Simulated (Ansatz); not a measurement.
# Hf2Ga: properties at the relaxed cell

The task here is to estimate one member of a computed series from the others.

Program: Ansatz 0.2.0. Level of theory: DFT PBEsol, scalar-relativistic, plane waves, PAW. These are calculated values, not measurements.

1 further run of the same task is left out (set aside as unsound or not needed). Runs told in other sessions of the task aren't counted.

## The structure to begin with

The structure is tetragonal, space group I4/mcm (No. 140). The conventional cell has a = 6.612 Å, b = 6.612 Å, c = 5.246 Å, α = 90.00°, β = 90.00°, γ = 90.00°. Around Hf (site symmetry m2m) lie 4 Ga at 2.83 Å and 7 Hf at 2.88 to 3.32 Å. Around Ga (site symmetry 422) lie 2 Ga at 2.62 Å and 8 Hf at 2.83 Å.

Coordinates:

```
Hf Ga
1.0
    -3.30582    3.30582    2.62307
     3.30582   -3.30582    2.62307
     3.30582    3.30582   -2.62307
Hf Ga
4 2
Direct
  0.15406 0.65406 0.80813
  0.65406 0.84594 0.50000
  0.84594 0.34594 0.19187
  0.34594 0.15406 0.50000
  0.75000 0.75000 0.00000
  0.25000 0.25000 0.00000
```

It is the result of an earlier relaxation at this level (volume 19.11 Å³/atom; gap on the mesh: none (metal)).

Set-up of the first run:

Input file input.yaml:

```yaml
crystal:
  lattice:
    - [-3.272425761, 3.272425761, 2.596574772]
    - [3.272425761, -3.272425761, 2.596574772]
    - [3.272425761, 3.272425761, -2.596574772]
  atoms:
    - { symbol: Hf, position: [0.1540640022, 0.6540640022, 0.8081280043] }
    - { symbol: Hf, position: [0.6540640022, 0.8459359978, 0.5] }
    - { symbol: Hf, position: [0.8459359978, 0.3459359978, 0.1918719957] }
    - { symbol: Hf, position: [0.3459359978, 0.1540640022, 0.5] }
    - { symbol: Ga, position: [0.75, 0.75, 0.0] }
    - { symbol: Ga, position: [0.25, 0.25, 0.0] }
basis:
  ecutwfc: 420
kpoints:
  mp_grid: { grid: [8, 8, 8] }
hamiltonian:
  xc: pbesol
scf:
  occupations: { method: gaussian, width: 0.1 }
output:
  forces: true
  stress: true
  eigenvalues: true
  write_density: true
  write_potential: true
  elf: true
  volumetric_format: npy
relax:
  adjacent_minimum: "off"
  f_tol: 0.01
  max_steps: 30
  cell: { stress_tol: 0.1, fix: [volume] }
```

Launch:

```console
> ansatz run input.yaml --threads 1 --pin off --max-ram 2560MiB --backend cpu --events-out ev --progress --plain --runs-dir out
```

Steps of the session up to this table: Volume × 0.97; Volume × 1.03; Volume × 0.94; Point at V/V0 = 1.06; Volume × 0.91; The cell scaled to 1.10 of its volume; Point at V/V0 = 0.88.

One of the session's tables, all rows but one given; the rest of the session is left out.

It belongs to the step «Fit of the equation of state». 

| volume (Å³/atom) | energy above the lowest point (meV/atom) | pressure (GPa) |
| --- | --- | --- |
| 16.817 | 132.4 | 20.56 |
| 17.391 | 70.6 | 14.24 |
| 17.964 | 29.8 | 8.80 |
| 18.537 | ? | ? |
| 19.111 | 0.0 | 0.00 |
| 19.684 | 6.6 | -3.54 |
| 20.257 | 25.0 | -6.59 |
| 21.022 | 65.0 | -10.02 |

**Question.** Estimate the row for volume (Å³/atom) = 18.537.

Worked estimate for «energy above the lowest point (meV/atom)». A straight line through the neighbours (17.964, 29.8) and (19.111, 0.0) gives 29.8 + (0.0 − 29.8) × (18.537 − 17.964) / (19.111 − 17.964) = 14.9; a parabola fitted to 4 rows on both sides gives 7.0.

As computed: energy above the lowest point (meV/atom): 7.0; pressure (GPa): 4.09. In «energy above the lowest point (meV/atom)» the line misses by +7.9 and the parabola by 0.0.
